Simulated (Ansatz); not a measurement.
# ClH₇N₂Si: a short trajectory

The task is to watch the atoms for 40 steps of 0.25 fs, started with velocities for 500 K and run with a Langevin thermostat, and see to which side of the barrier the system falls.

The runs use Ansatz 0.2.0, Gaussian basis; PBE0-D4/def2-SVP.

## Step 1: The starting structure

The start, a first-order saddle point found at PBE0-D4 in triple zeta: 11 atoms, charge 0, spin multiplicity 1.

Atoms are counted from 1 here; the program's logs count them from 0.

Bond lengths: Si1–N2 1.870 Å, Si1–H3 1.471 Å, Si1–H4 1.495 Å, Si1–N5 1.682 Å, N2–H6 1.075 Å, N2–H8 1.016 Å, N2–H9 1.015 Å, N5–H10 1.007 Å, N5–H11 1.005 Å. Angles: N2–Si1–H3 104.8°, N2–Si1–H4 99.4°, N2–Si1–N5 111.8°, H3–Si1–H4 107.8°, H3–Si1–N5 126.3°, H4–Si1–N5 103.5°, Si1–N2–H6 97.2°, Si1–N2–H8 114.4°, Si1–N2–H9 112.9°, H6–N2–H8 111.2°, H6–N2–H9 111.2°, H8–N2–H9 109.6°, Si1–N5–H10 120.3°, Si1–N5–H11 122.1°, H10–N5–H11 116.3°.

As a file:

```csv
atom,x (Å),y (Å),z (Å)
Si1,-0.58791,0.49361,0.02839
N2,-0.29870,-1.34621,-0.14174
H3,-1.20056,0.89715,-1.24611
H4,-1.66326,0.47682,1.06733
N5,0.69445,1.25868,0.80166
H6,0.49754,-1.29069,-0.86243
Cl7,1.49400,-0.01012,-1.84906
H8,-1.09159,-1.86301,-0.51017
H9,0.01689,-1.77795,0.72140
H10,1.55598,1.43132,0.30875
H11,0.58316,1.73060,1.68208
```

## Step 2: The run

The input, md/in.yaml:

```yaml
crystal:
  periodic: [false, false, false]
  atoms:
    - {symbol: Si, position_ang: [-0.587909, 0.493607, 0.028391]}
    - {symbol: N, position_ang: [-0.298698, -1.346209, -0.141744]}
    - {symbol: H, position_ang: [-1.200560, 0.897151, -1.246109]}
    - {symbol: H, position_ang: [-1.663260, 0.476818, 1.067332]}
    - {symbol: N, position_ang: [0.694450, 1.258682, 0.801658]}
    - {symbol: H, position_ang: [0.497540, -1.290685, -0.862435]}
    - {symbol: Cl, position_ang: [1.493997, -0.010120, -1.849062]}
    - {symbol: H, position_ang: [-1.091585, -1.863011, -0.510172]}
    - {symbol: H, position_ang: [0.016893, -1.777947, 0.721404]}
    - {symbol: H, position_ang: [1.555976, 1.431319, 0.308754]}
    - {symbol: H, position_ang: [0.583156, 1.730596, 1.682082]}
basis:
  gaussian: {orbitals: def2-SVP}
hamiltonian: {xc: pbe0, dispersion: d4}
md: {n_steps: 40, timestep: 0.25, temperature: 500, ensemble: nvt_langevin, seed: 869, friction: 0.002, initial_velocities: maxwell_boltzmann}
```

Launch:

```
> ansatz run in.yaml --threads 4 --pin off --events-out ev --progress --plain --max-ram 9574MiB
```

Q: Predict the outcome of this session. Wanted: temperature at the start; mean temperature, second half; lowest and highest potential energy, from the first frame; largest change of potential + kinetic.

The runs gave:

| quantity | value |
| --- | --- |
| length | 40 steps, 10.0 fs |
| temperature at the start | 455 K |
| mean temperature, second half | 217 K |
| lowest and highest potential energy, from the first frame | 0 and 325 meV |
| largest change of potential + kinetic | 44.6 meV |

In words: By the last frame it has not clearly left the saddle region. The thermostat trades energy with the molecule, so the sum of potential and kinetic energy isn't conserved: it changes by -18 meV over the run. The mean temperature of the second half is still well below the 500 K set. With 11 atoms the instant temperature spans 205 to 455 K. Under Langevin the temperature counts 3N degrees of freedom, more than the drawn velocities fill, so it starts at 455 K, not 500 K.
